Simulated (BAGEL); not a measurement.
**doublet [CH4GeN2]+: levels of theory compared**

We compute a comparison of 3 runs (ROHF/6-31G*, ROHF/def2-SVP, UHF/def2-SVP) of doublet [CH4GeN2]+. 

The calculation is run with BAGEL 1.2.2.

5 further runs of the same task are left out: 3 that didn't finish, 2 set aside as unsound or not needed.

## (1) The molecule

[CH4GeN2]+ has 8 atoms, charge +1, and is taken as a doublet. SMILES of the parent species: `N#[C][GeH2][NH2]`. Geometry: a GFN2-xTB relaxation, a rough one for these elements and not checked as a minimum. This is one conformer, not always the lowest. That shape belongs to the parent species and isn't relaxed for this state.

Bond lengths: N1–C2 1.144 Å, C2–Ge3 1.916 Å, Ge3–N4 1.801 Å, Ge3–H5 1.513 Å, Ge3–H6 1.496 Å, N4–H7 1.011 Å, N4–H8 1.010 Å. Angles: N1–C2–Ge3 178.4°, C2–Ge3–N4 105.3°, C2–Ge3–H5 105.9°, C2–Ge3–H6 109.1°, N4–Ge3–H5 117.5°, N4–Ge3–H6 107.4°, Ge3–N4–H7 117.8°, Ge3–N4–H8 117.6°, H5–Ge3–H6 111.3°, H7–N4–H8 108.8°.

## (2) A single-point energy at ROHF/6-31G(d) (density fitting with qzvpp-jkfit, spherical functions) (run 1)

Input file input.json:

```json
{ "bagel" : [

{
  "title" : "molecule",
  "basis" : "6-31gs.json",
  "df_basis" : "qzvpp-jkfit",
  "angstrom" : "true",
  "geometry" : [
    { "atom" : "N", "xyz" : [    2.044500,   -1.129510,    1.660390 ] },
    { "atom" : "C", "xyz" : [    1.330610,   -0.491770,    1.033100 ] },
    { "atom" : "Ge", "xyz" : [    0.176480,    0.603390,   -0.034910 ] },
    { "atom" : "N", "xyz" : [   -1.219540,   -0.451350,   -0.461620 ] },
    { "atom" : "H", "xyz" : [    1.031930,    1.122450,   -1.169470 ] },
    { "atom" : "H", "xyz" : [   -0.349150,    1.723630,    0.805240 ] },
    { "atom" : "H", "xyz" : [   -1.021070,   -1.349670,   -0.880310 ] },
    { "atom" : "H", "xyz" : [   -1.993760,   -0.027160,   -0.952440 ] }
  ]
},
{ "title" : "rohf", "charge" : 1, "nopen" : 1 },
{ "title" : "print", "file" : "orbitals.molden", "orbitals" : "true" }

]}
```

The basis set 6-31G* is read from a file made from the Basis Set Exchange's data (not shown).

Run with:

```bash
$ BAGEL_NUM_THREADS=1 BAGEL input.json > input.out
```

The log of the run:

```text
* using 1 threads per process

  ===============================================================
  ===============================================================

  *** Geometry ***

  { "atom" : "N", "xyz" : [      3.863545,     -2.134465,      3.137682 ] },
  { "atom" : "C", "xyz" : [      2.514488,     -0.929311,      1.952276 ] },
  { "atom" : "Ge", "xyz" : [      0.333499,      1.140242,     -0.065970 ] },
[... 4 lines of this table left out ...]
  { "atom" : "H", "xyz" : [     -3.767660,     -0.051325,     -1.799851 ] },

  Number of auxiliary basis functions:      567

  Since a DF basis is specified, we compute 2- and 3-index integrals:
    o Being stored without compression. Storage requirement is 0.031 GB

  Number of basis functions:       82
  Number of electrons      :       56

    * METHOD: MOLECULE                             0.27

  *** Open-shell HF ***

  === Nuclear Repulsion ===
   246.4305963908

      * DIIS with orbital gradients will be used.

  === ROHF iteration (6-31gs.json) ===
      0      -2223.44584233          0.04710344           0.15
      1      -2223.56669473          0.04476542           0.14
      2      -2223.62255650          0.03965432           0.14
[... 20 lines of this table left out ...]
     23      -2223.82788583          0.00000001           0.13
    * SCF iteration converged.

    * S^2 (ROHF) is 0.7500

    * Permanent dipole moment:
           (    2.856011,    -0.121237,     2.198438) a.u.

    * METHOD: ROHF                                 3.78

    * METHOD: PRINT                                0.01

  ===============================================================
```

Wall time 4.2 s (1 thread of Intel Xeon 6975P-C (Granite Rapids), shared host); peak memory 0.15 GiB.

## (3) A single-point energy at ROHF/def2-SVP (density fitting with qzvpp-jkfit) (run 2)

Input file hf.json:

```json
{ "bagel" : [

{
  "title" : "molecule",
  "basis" : "svp",
  "df_basis" : "qzvpp-jkfit",
  "angstrom" : true,
  "geometry" : [
    { "atom" : "N", "xyz" : [    2.044500,   -1.129510,    1.660390 ] },
    { "atom" : "C", "xyz" : [    1.330610,   -0.491770,    1.033100 ] },
    { "atom" : "Ge", "xyz" : [    0.176480,    0.603390,   -0.034910 ] },
    { "atom" : "N", "xyz" : [   -1.219540,   -0.451350,   -0.461620 ] },
    { "atom" : "H", "xyz" : [    1.031930,    1.122450,   -1.169470 ] },
    { "atom" : "H", "xyz" : [   -0.349150,    1.723630,    0.805240 ] },
    { "atom" : "H", "xyz" : [   -1.021070,   -1.349670,   -0.880310 ] },
    { "atom" : "H", "xyz" : [   -1.993760,   -0.027160,   -0.952440 ] }
  ]
},
{
  "title" : "rohf",
  "charge" : 1,
  "nopen" : 1
},
{
  "title" : "print",
  "file" : "orbitals.molden",
  "orbitals" : true
}

]}
```

Run with:

```bash
$ BAGEL_NUM_THREADS=1 BAGEL hf.json > hf.out
```

The log of the run:

```text
* using 1 threads per process

  ===============================================================
  ===============================================================

  *** Geometry ***

  { "atom" : "N", "xyz" : [      3.863545,     -2.134465,      3.137682 ] },
  { "atom" : "C", "xyz" : [      2.514488,     -0.929311,      1.952276 ] },
  { "atom" : "Ge", "xyz" : [      0.333499,      1.140242,     -0.065970 ] },
[... 4 lines of this table left out ...]
  { "atom" : "H", "xyz" : [     -3.767660,     -0.051325,     -1.799851 ] },

  Number of auxiliary basis functions:      567

  Since a DF basis is specified, we compute 2- and 3-index integrals:
    o Being stored without compression. Storage requirement is 0.040 GB

  Number of basis functions:       94
  Number of electrons      :       56

    * METHOD: MOLECULE                             0.25

  *** Open-shell HF ***

  === Nuclear Repulsion ===
   246.4305963908

      * DIIS with orbital gradients will be used.

  === ROHF iteration (svp) ===
      0      -2223.43137208          0.03608342           0.18
      1      -2223.55239568          0.03356755           0.17
      2      -2223.60175043          0.02809142           0.19
[... 19 lines of this table left out ...]
     22      -2223.74731966          0.00000001           0.17
    * SCF iteration converged.

    * S^2 (ROHF) is 0.7500

    * Permanent dipole moment:
           (    2.856130,    -0.115560,     2.166764) a.u.

    * METHOD: ROHF                                 4.29

    * METHOD: PRINT                                0.01

  ===============================================================
```

It took 4.8 s on 1 thread of Intel Xeon 6975P-C (Granite Rapids), shared host; peak memory 0.17 GiB.

## (4) The energy at UHF/def2-SVP (density fitting with qzvpp-jkfit) (run 3)

Input file input.json:

```json
{ "bagel": [

{
  "title": "molecule",
  "basis": "svp",
  "df_basis": "qzvpp-jkfit",
  "angstrom": true,
  "geometry": [
    { "atom": "N", "xyz": [       2.044500,      -1.129510,       1.660390 ] },
    { "atom": "C", "xyz": [       1.330610,      -0.491770,       1.033100 ] },
    { "atom": "Ge", "xyz": [       0.176480,       0.603390,      -0.034910 ] },
    { "atom": "N", "xyz": [      -1.219540,      -0.451350,      -0.461620 ] },
    { "atom": "H", "xyz": [       1.031930,       1.122450,      -1.169470 ] },
    { "atom": "H", "xyz": [      -0.349150,       1.723630,       0.805240 ] },
    { "atom": "H", "xyz": [      -1.021070,      -1.349670,      -0.880310 ] },
    { "atom": "H", "xyz": [      -1.993760,      -0.027160,      -0.952440 ] }
  ]
},

{
  "title": "uhf",
  "charge": 1,
  "nopen": 1
},

{
  "title": "print",
  "file": "orbitals.molden",
  "orbitals": true
}

]}
```

Run with:

```bash
$ BAGEL_NUM_THREADS=1 BAGEL input.json > input.out
```

The log of the run:

```text
* using 1 threads per process

  ===============================================================
  ===============================================================

  *** Geometry ***

  { "atom" : "N", "xyz" : [      3.863545,     -2.134465,      3.137682 ] },
  { "atom" : "C", "xyz" : [      2.514488,     -0.929311,      1.952276 ] },
  { "atom" : "Ge", "xyz" : [      0.333499,      1.140242,     -0.065970 ] },
[... 4 lines of this table left out ...]
  { "atom" : "H", "xyz" : [     -3.767660,     -0.051325,     -1.799851 ] },

  Number of auxiliary basis functions:      567

  Since a DF basis is specified, we compute 2- and 3-index integrals:
    o Being stored without compression. Storage requirement is 0.040 GB

  Number of basis functions:       94
  Number of electrons      :       56

    * METHOD: MOLECULE                             0.29

  *** Open-shell HF ***

  === Nuclear Repulsion ===
   246.4305963908

      * DIIS with orbital gradients will be used.

  === UHF iteration (svp) ===
      0      -2223.43137208          0.03608342           0.18
      1      -2223.56560912          0.03295098           0.17
      2      -2223.61967612          0.02731384           0.22
[... 30 lines of this table left out ...]
     33      -2223.75187042          0.00000001           0.17
    * SCF iteration converged.

    * S^2 (UHF) is 0.7627

    * Permanent dipole moment:
           (    2.840745,    -0.126947,     2.168929) a.u.

    * METHOD: UHF                                  6.33

    * METHOD: PRINT                                0.01

  ===============================================================
```

It took 6.9 s on 1 thread of Intel Xeon 6975P-C (Granite Rapids), shared host; peak memory 0.17 GiB.

## (5) Overview of the runs

| run | level | energy (Eh) | ⟨S²⟩ | wall time |
| --- | --- | --- | --- | --- |
| 1 | ROHF/6-31G* (density fitting with qzvpp-jkfit, spherical functions) | -2223.827886 | 0.750 | 4.2 s |
| 2 | ROHF/def2-SVP (density fitting with qzvpp-jkfit) | -2223.747320 | 0.750 | 4.8 s |
| 3 | UHF/def2-SVP (density fitting with qzvpp-jkfit) | -2223.751870 | 0.763 | 6.9 s |

## (6) Summary of results

| quantity | value |
| --- | --- |
| run 3: total energy | -2223.75187 Eh |
| run 3: ⟨S²⟩ | 0.763 |

In words: Over the runs the total energy spans 2.192 eV. All runs together took 16 s, the longest 6.9 s.
